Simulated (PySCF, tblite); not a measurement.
**C₆H₇FGe: geometry, infrared bands and NMR shifts**

Aim: predict the infrared bands and NMR shifts of C₆H₇FGe (`C=[C]([GeH3])C#C/C=C\F`).

The runs use tblite 0.8.0 and PySCF 2.14.0, with density-fitted response routines of our own; the level of theory stands in each step. All values are computed, except where a source is named. Atoms count from 0, in the outputs and in this text.

### Step 1. The molecule as given

15 atoms, charge 0, multiplicity 1; geometry from: force field or distance geometry start.

Bonds of the start (Å): C0–C1 1.35, C1–Ge2 1.91, C1–C3 1.45, C3–C4 1.22, C4–C5 1.43, C5–C6 1.33, C6–F7 1.36, C0–H8 1.10, C0–H9 1.09, Ge2–H10 1.56, Ge2–H11 1.54, Ge2–H12 1.57, C5–H13 1.08, C6–H14 1.08.

### Step 2. Relaxing the molecule with GFN2-xTB

What the job is given:

```
{"job": {"kind": "relax", "xc": "GFN2-xTB", "basis": "xTB"}, "charge": 0, "multiplicity": 1}
C     -1.403100    -1.837600    -0.444100
C     -1.268700    -0.501000    -0.347500
Ge    -2.768800     0.680200    -0.370400
C      0.061700     0.047900    -0.202800
C      1.191900     0.484800    -0.054100
C      2.510000     1.025100     0.107500
C      3.537400     0.209500    -0.093800
F      3.324000    -1.092500    -0.441300
H     -0.484900    -2.438600    -0.411400
H     -2.386900    -2.299200    -0.548300
H     -2.977600     1.178200    -1.833400
H     -2.542200     1.946000     0.481300
H     -4.063900     0.025800     0.226100
H      2.701400     2.054400     0.388400
H      4.565500     0.525000     0.016200
```

Started as:

```bash
$ OMP_NUM_THREADS=1 python probes_run.py task.json out
```

One launch serves the whole session: the jobs run in the order shown.

**Question.** This job is followed by: GFN2-xTB harmonic vibrations, gas phase; GIAO PBE0/pcSseg-1 NMR shielding, non-relativistic, gas phase. Predict these results of the whole session: strongest single infrared mode (GFN2-xTB); zero-point energy (GFN2-xTB); 13C shifts against TMS (PBE0/pcSseg-1); 1H shifts against TMS (PBE0/pcSseg-1, means over atoms taken as alike); 73Ge shifts against GeMe4 (PBE0/pcSseg-1); 19F shifts against CFCl3 (PBE0/pcSseg-1).

As calculated:

| quantity | value |
| --- | --- |
| strongest single infrared mode (GFN2-xTB) | 2069 cm⁻¹, 465 km/mol |
| zero-point energy (GFN2-xTB) | 60.6 kcal/mol |
| 13C shifts against TMS (PBE0/pcSseg-1) | 168.5, 147.5, 131.5, 106.6, 99.2, 94.8 ppm |
| 1H shifts against TMS (PBE0/pcSseg-1, means over atoms taken as alike) | 7.00, 6.68, 6.23, 5.31, 3.98 ppm |
| 73Ge shifts against GeMe4 (PBE0/pcSseg-1) | -213 ppm |
| 19F shifts against CFCl3 (PBE0/pcSseg-1) | -98.7 ppm |

Over 110 steps the energy fell by 0.301 eV; of the close pairs, Ge2–H12 changed most, 1.569 to 1.495 Å. No mode is imaginary among the 39: a minimum at this level. The strongest single mode, at 2069 cm⁻¹, moves mainly H11 and H10. GFN2-xTB is a fitted tight-binding method: band positions and strengths are rough. Its intensities can rank the bands wrongly. At PBE0/pcSseg-1: The widest tensor belongs to F7: span 271 ppm, with a paramagnetic part of -210 ppm. Spin-orbit coupling is left out, which matters for shieldings and couplings at and beside the heavy atoms.
